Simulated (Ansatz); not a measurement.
# FH₄NOSi: ionisation energy by level of theory

One table from this session's results is given with a row withheld; the runs are named, their logs left out.

Computed with Ansatz 0.2.0, Gaussian basis. Level: unrestricted cation, the program's frozen cores in correlated methods.

Levels to be run: UKS PBE-D4/def2-TZVPP; UKS r2SCAN-D4/def2-TZVPP; UKS PBE0-D4/def2-TZVPP; UKS B3LYP-D4/def2-TZVPP; UKS wB97X-V/def2-TZVPP; UKS wB97M-V/def2-TZVPP; UKS B2PLYP/def2-TZVPP; UHF-CCSD(T)/def2-TZVPP; UHF-CCSD(T)/def2-QZVPP; extrapolation to the limit; then −ε(HOMO) from the neutral's earlier runs with LDA (SPW92), PBE-D4, revPBE-D4, BLYP-D4, r2SCAN-D4, B97M-V, PBE0-D4, B3LYP-D4, r2SCANh-D4, r2SCAN0-D4, HSE06-D4, BHLYP-D4, CAM-B3LYP-D4, LC-ωPBE, ωB97X-V, ωB97M-V.

## The relaxed structure

All runs share one geometry, relaxed beforehand with PBE0-D4 in a triple-zeta def2 set.

SMILES `N[SiH](O)F`, 8 atoms, charge 0, spin multiplicity 1.

Atoms are counted from 1 here; the program's logs count them from 0.

Bond lengths: N1–Si2 1.699 Å, N1–H5 1.007 Å, N1–H6 1.006 Å, Si2–O3 1.629 Å, Si2–F4 1.596 Å, Si2–H7 1.474 Å, O3–H8 0.959 Å. Angles: Si2–N1–H5 120.5°, Si2–N1–H6 121.6°, H5–N1–H6 111.9°, N1–Si2–O3 110.7°, N1–Si2–F4 104.3°, N1–Si2–H7 118.1°, O3–Si2–F4 112.6°, O3–Si2–H7 104.5°, F4–Si2–H7 106.9°, Si2–O3–H8 117.0°.

The first run:

The input, in.yaml:

```yaml
crystal:
  periodic: [false, false, false]
  atoms:
    - {symbol: N, position_ang: [-1.012515, 0.582046, -0.115386]}
    - {symbol: Si, position_ang: [0.577270, -0.014723, -0.182209]}
    - {symbol: O, position_ang: [0.837435, -1.094232, 1.009133]}
    - {symbol: F, position_ang: [0.694220, -0.665777, -1.634396]}
    - {symbol: H, position_ang: [-1.468789, 0.916672, -0.948003]}
    - {symbol: H, position_ang: [-1.375530, 1.022013, 0.713586]}
    - {symbol: H, position_ang: [1.685453, 0.948658, -0.055295]}
    - {symbol: H, position_ang: [0.154655, -1.751755, 1.156869]}
basis:
  gaussian: {orbitals: def2-TZVPP}
total_charge: 1
magnetization: {spin_polarized: true, initial_magnetization: 1}
hamiltonian: {xc: pbe, dispersion: d4}
```

Command:

```bash
$ ansatz run in.yaml --threads 2 --pin off --events-out ev --progress --plain --max-ram 22528MiB --backend cpu
```

Among the steps run: Cation, UKS PBE-D4/def2-TZVPP; Cation, UKS r2SCAN-D4/def2-TZVPP; Cation, UKS PBE0-D4/def2-TZVPP; Cation, UKS B3LYP-D4/def2-TZVPP; Cation, UKS wB97X-V/def2-TZVPP; Cation, UKS wB97M-V/def2-TZVPP; Cation, UKS B2PLYP (frozen core)/def2-TZVPP; Cation, UHF-CCSD(T)/def2-TZVPP; Cation, UHF-CCSD(T)/def2-QZVPP.

One of the session's tables, all rows but one given; the rest of the session is left out.

It belongs to the step «Ionisation energies side by side». For comparison, −ε(HOMO) of the neutral from earlier runs:

| functional | −ε(HOMO) (eV) |
| --- | --- |
| LDA (SPW92) | 6.63 |
| PBE-D4 | 6.46 |
| revPBE-D4 | 6.39 |
| BLYP-D4 | 6.35 |
| r2SCAN-D4 | 6.79 |
| B97M-V | 6.88 |
| PBE0-D4 | 7.95 |
| B3LYP-D4 | 7.70 |
| r2SCANh-D4 | 7.34 |
| r2SCAN0-D4 | 8.18 |
| HSE06-D4 | 7.54 |
| BHLYP-D4 | 9.36 |
| CAM-B3LYP-D4 | 9.42 |
| LC-ωPBE | 10.86 |
| ωB97X-V | 10.46 |
| ωB97M-V | ? |

Estimate the missing values for ωB97M-V.

The run gave: −ε(HOMO) (eV): 10.35. In the column «−ε(HOMO) (eV)» it lies between CAM-B3LYP-D4 (9.42) and ωB97X-V (10.46).
